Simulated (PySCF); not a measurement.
# C8H6O3: the cost of one run

Computed with PySCF 2.14.0 and routines of our own; the level stands in each step. Atoms count from 0.

### 1 The system as given

17 atoms, charge -1, multiplicity 2; geometry from: GFN2-xTB.

### 2 Open-shell or spin-flip excitations: unrestricted TDA PBE0/def2-SVP in toluene

What the job is given:

```
{"job": {"kind": "uabs", "xc": "PBE0", "basis": "def2-SVP", "nstates": 10, "tda": true, "solvent": "toluene", "pol": false}, "charge": -1, "multiplicity": 2}
C      2.706521     0.175763     0.249195
C      1.600845    -0.811793    -0.043339
O      1.881257    -1.985785    -0.264188
C      0.220546    -0.321028    -0.051448
C     -0.769832    -1.244007    -0.326858
C     -2.168117    -0.945683    -0.374543
O     -3.045180    -1.803131    -0.629431
C     -2.498625     0.437024    -0.103425
C     -1.550317     1.358688     0.168469
C     -0.131461     1.067152     0.216035
O      0.682935     1.977409     0.471810
H      2.533059     0.653377     1.210331
H      3.665514    -0.341874     0.248751
H      2.703576     0.963309    -0.501015
H     -0.469165    -2.265826    -0.520779
H     -3.547759     0.708796    -0.127532
H     -1.820794     2.389639     0.368054
```

Method: unrestricted TDA PBE0/def2-SVP, vertical, IEF-PCM toluene (non-equilibrium linear response), core orbitals frozen in the response.

Run with:

```console
OMP_NUM_THREADS=1 python excited_run.py task.json out
```

The driver reads the jobs from task.json and runs them one after another.

**Question.** How long does this first job take on 1 thread of AMD EPYC 7B13, shared host, and how much memory does it need?

About 46 s, with a peak of 0.85 GiB.
